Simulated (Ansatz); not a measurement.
Relaxation of a periodic cell of 63 atoms, Si$_{62}$C (host Si, host structure diamond, dopant C, one Si atom removed), cell charge -2, to a largest force component of 0.03 eV/Å in at most 60 steps.

All numbers below come from DFT PBE, scalar-relativistic, plane waves, PAW (Ansatz 0.2.0). Settings: PAW set soft_1, cutoff 420 eV, k mesh 1x1x1, gaussian smearing 0.02 eV, no spin polarisation.

```xyz
63
Lattice="10.8600 0.0000 0.0000 0.0000 10.8600 0.0000 0.0000 0.0000 10.8600" Properties=species:S:1:pos:R:3
Si 5.433 -0.012 0.007
Si 6.784 1.341 1.334
Si 8.140 2.729 0.013
Si 9.489 4.080 1.416
Si 8.105 0.007 2.680
Si 9.522 1.370 4.086
Si -0.010 -0.015 -0.051
Si 1.345 1.343 1.326
Si 2.694 2.759 -0.009
Si 4.051 4.014 1.355
Si 5.396 5.463 -0.029
Si 6.761 6.779 1.326
C 8.145 8.169 0.029
Si 9.515 9.487 1.407
Si 2.785 0.024 2.667
Si 4.083 1.353 4.080
Si 5.451 2.746 2.689
Si 6.797 4.044 4.078
Si 8.196 5.432 2.708
Si 9.543 6.781 4.046
Si 5.441 -0.029 5.427
Si 6.775 1.322 6.845
Si 8.128 2.751 5.420
Si 9.523 4.096 6.846
Si 8.137 -0.015 8.155
Si 9.497 1.315 9.526
Si -0.008 5.415 -0.018
Si 1.377 6.734 1.364
Si 2.690 8.158 -0.036
Si 4.139 9.482 1.342
Si -0.035 2.739 2.711
Si 1.308 4.073 4.069
Si 2.676 5.440 2.700
Si 4.069 6.800 4.045
Si 5.447 8.112 2.658
Si 6.763 9.515 4.068
Si -0.039 0.033 5.476
Si 1.332 1.399 6.786
Si 2.725 2.766 5.454
Si 4.000 4.077 6.739
Si 5.424 5.419 5.425
Si 6.814 6.786 6.781
Si 8.138 8.161 5.463
Si 9.588 9.494 6.786
Si 2.707 -0.019 8.162
Si 4.058 1.323 9.526
Si 5.477 2.720 8.171
Si 6.796 4.050 9.517
Si 8.150 5.410 8.181
Si 0.007 8.177 2.732
Si 1.344 9.491 4.084
Si 0.005 5.414 5.445
Si 1.334 6.800 6.805
Si 2.643 8.103 5.434
Si 4.079 9.535 6.793
Si -0.013 2.721 8.116
Si 1.382 4.119 9.527
Si 2.696 5.503 8.119
Si 4.048 6.816 9.523
Si 5.418 8.124 8.156
Si 6.787 9.507 9.477
Si -0.037 8.182 8.169
Si 1.340 9.542 9.478
```

**Question.** Where does it end, and by what steps?

**Answer.** It converged. Limits of this set-up: coarse k mesh, no spin, though dangling bonds at a vacancy may carry it, a typed lattice constant that wasn't relaxed here, charged cell in a uniform background, uncorrected. After 13 steps the energy has fallen by 4.090 eV; C13 moved furthest, 0.64 Å.

```csv
step,energy less start (eV),largest force component (eV/Å),accepted
0,0.0000,1.949,yes
1,-2.3833,1.547,yes
2,-3.6163,0.555,yes
3,-3.8098,0.247,yes
4,-3.8656,0.161,yes
5,-3.9542,0.213,yes
6,-3.9476,0.398,no
7,-4.0190,0.148,yes
8,-4.0573,0.103,yes
9,-4.0693,0.139,yes
10,-4.0741,0.157,yes
11,-3.9571,0.354,no
12,-4.0885,0.058,yes
13,-4.0904,0.022,yes
```

```xyz
63
Lattice="10.8600 0.0000 0.0000 0.0000 10.8600 0.0000 0.0000 0.0000 10.8600" Properties=species:S:1:pos:R:3
Si 5.390 -0.027 0.003
Si 6.731 1.303 1.406
Si 8.100 2.665 0.044
Si 9.462 4.119 1.286
Si 8.131 -0.021 2.754
Si 9.497 1.411 4.052
Si -0.106 -0.091 -0.019
Si 1.306 1.312 1.318
Si 2.699 2.746 0.003
Si 4.104 4.139 1.336
Si 5.517 5.532 -0.010
Si 6.914 7.085 1.228
C 7.763 8.539 0.383
Si 9.202 9.386 1.230
Si 2.681 -0.007 2.713
Si 4.073 1.357 4.068
Si 5.421 2.747 2.722
Si 6.805 4.137 4.044
Si 8.148 5.532 2.631
Si 9.503 6.790 4.073
Si 5.430 -0.004 5.459
Si 6.823 1.318 6.837
Si 8.146 2.760 5.460
Si 9.574 4.075 6.840
Si 8.158 -0.087 8.245
Si 9.500 1.363 9.502
Si -0.359 5.394 -0.429
Si 1.135 6.718 1.131
Si 2.637 8.125 -0.034
Si 4.016 9.483 1.360
Si -0.006 2.754 2.650
Si 1.366 4.083 4.022
Si 2.649 5.468 2.622
Si 4.071 6.798 4.061
Si 5.428 8.156 2.707
Si 6.775 9.482 4.122
Si -0.013 -0.019 5.370
Si 1.419 1.275 6.720
Si 2.738 2.735 5.408
Si 4.120 4.089 6.780
Si 5.511 5.471 5.485
Si 7.005 6.719 7.000
Si 8.170 8.130 5.500
Si 9.555 9.503 6.830
Si 2.758 -0.026 8.155
Si 4.093 1.404 9.499
Si 5.498 2.764 8.150
Si 6.879 4.133 9.539
Si 8.601 5.439 8.519
Si -0.119 8.121 2.572
Si 1.296 9.450 3.993
Si 0.020 5.420 5.409
Si 1.366 6.781 6.774
Si 2.719 8.158 5.428
Si 4.151 9.456 6.849
Si 0.063 2.615 8.083
Si 1.319 4.056 9.438
Si 2.729 5.421 8.127
Si 4.072 6.791 9.498
Si 5.569 8.123 8.258
Si 6.918 9.381 9.799
Si -0.053 8.042 8.162
Si 1.292 9.483 9.441
```

Whether the end is a true minimum wasn't checked by a vibrational analysis.

The run took 65 s on 4 threads of Arm Neoverse V1 (shared host), peak memory 1.1 GiB.
